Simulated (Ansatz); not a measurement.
# C₂H₄BFSi: up Jacob's ladder to CCSD(T)

The task here is to estimate one member of a computed series from the others.

Method: functionals in def2-TZVPP, the program's frozen cores in correlated methods; program: Ansatz 0.2.0, Gaussian basis.

The runs, in order: LDA (SPW92), PBE-D4, revPBE-D4, BLYP-D4, r2SCAN-D4, B97M-V, PBE0-D4, B3LYP-D4, r2SCANh-D4, r2SCAN0-D4, HSE06-D4, BHLYP-D4, CAM-B3LYP-D4, LC-ωPBE, ωB97X-V, ωB97M-V, B2PLYP, PBE-QIDH; CCSD(T)/def2-SVP; CCSD(T)/def2-TZVPP; MP2/def2-QZVPP; extrapolation to the limit; RPA on PBE.

## The geometry

The geometry comes from an earlier relaxation with PBE0-D4 in a triple-zeta def2 set; it is a stationary point, not always the lowest conformer.

SMILES `FC1=CB[SiH2]1`, 9 atoms, charge 0, spin multiplicity 1.

Atoms are counted from 1 here; the program's logs count them from 0.

Bond lengths: F1–C2 1.321 Å, C2–C3 1.360 Å, C2–Si5 1.894 Å, C3–B4 1.527 Å, C3–H6 1.088 Å, B4–Si5 2.016 Å, B4–H7 1.190 Å, Si5–H8 1.489 Å, Si5–H9 1.489 Å. Angles: F1–C2–C3 124.7°, F1–C2–Si5 135.3°, C3–C2–Si5 100.0°, C2–C3–B4 101.1°, C2–C3–H6 125.1°, B4–C3–H6 133.8°, C3–B4–Si5 89.4°, C3–B4–H7 129.9°, Si5–B4–H7 140.7°, C2–Si5–B4 69.5°, C2–Si5–H8 114.3°, C2–Si5–H9 114.2°, B4–Si5–H8 122.6°, B4–Si5–H9 122.6°, H8–Si5–H9 107.9°.

The first run:

Input file in.yaml:

```yaml
crystal:
  periodic: [false, false, false]
  atoms:
    - {symbol: F, position_ang: [0.444763, -0.482462, 2.263570]}
    - {symbol: C, position_ang: [0.257986, -0.225362, 0.981442]}
    - {symbol: C, position_ang: [1.228196, -0.283506, 0.030117]}
    - {symbol: B, position_ang: [0.439338, 0.100624, -1.219070]}
    - {symbol: Si, position_ang: [-1.219643, 0.285852, -0.087936]}
    - {symbol: H, position_ang: [2.267767, -0.546837, 0.212929]}
    - {symbol: H, position_ang: [0.800089, 0.205950, -2.348444]}
    - {symbol: H, position_ang: [-2.326859, -0.709210, -0.118085]}
    - {symbol: H, position_ang: [-1.803138, 1.608551, 0.268378]}
basis:
  gaussian: {orbitals: def2-TZVPP}
hamiltonian: {xc: lda}
output: {orbitals: {seedname: orbitals}}
```

Command:

```console
$ ansatz run in.yaml --threads 2 --pin off --events-out ev --progress --plain --max-ram 4352MiB
```

Among the steps run: LDA; PBE-D4 (GGA); revPBE-D4 (GGA); BLYP-D4 (GGA); r2SCAN-D4 (meta-GGA); B97M-V (meta-GGA); B3LYP-D4 (hybrid); r2SCANh-D4 (hybrid); r2SCAN0-D4 (hybrid); HSE06-D4 (hybrid); BHLYP-D4 (hybrid); CAM-B3LYP-D4 (range-separated); LC-ωPBE (range-separated); ωB97X-V (range-separated); ωB97M-V (range-separated); B2PLYP (double hybrid); PBE-QIDH (double hybrid).

One table of the session follows, with a row left open; its other results are not shown here.

It belongs to the step «Orbital energies across the functionals». 

| functional | HOMO (eV) | LUMO (eV) | gap (eV) |
| --- | --- | --- | --- |
| LDA (SPW92) | -6.82 | -3.26 | 3.56 |
| PBE-D4 | -6.71 | -2.99 | 3.72 |
| revPBE-D4 | -6.66 | -2.88 | 3.78 |
| BLYP-D4 | -6.59 | -2.80 | 3.79 |
| r2SCAN-D4 | -6.97 | -2.73 | 4.24 |
| B97M-V | -7.05 | -2.74 | 4.30 |
| PBE0-D4 | -7.92 | -2.01 | 5.91 |
| B3LYP-D4 | -7.72 | -2.19 | 5.53 |
| r2SCANh-D4 | -7.41 | -2.38 | 5.04 |
| r2SCAN0-D4 | ? | ? | ? |
| HSE06-D4 | -7.52 | -2.39 | 5.13 |
| BHLYP-D4 | -9.06 | -0.90 | 8.16 |
| CAM-B3LYP-D4 | -9.28 | -0.86 | 8.43 |
| LC-ωPBE | -10.63 | 0.26 | 10.89 |
| ωB97X-V | -10.27 | 0.21 | 10.49 |
| ωB97M-V | -10.07 | 0.03 | 10.10 |

**Question.** Estimate the row for r2SCAN0-D4.

Worked estimate for «HOMO (eV)». Against the share of exact exchange, r2SCAN-D4 (0, -6.97), r2SCANh-D4 (0.1, -7.41) give a slope of -4.40 per unit share; at 0.25 the line stands at -8.07.

The run gave: HOMO (eV): -8.08; LUMO (eV): -1.86; gap (eV): 6.23. In «HOMO (eV)» the line misses by +0.01.
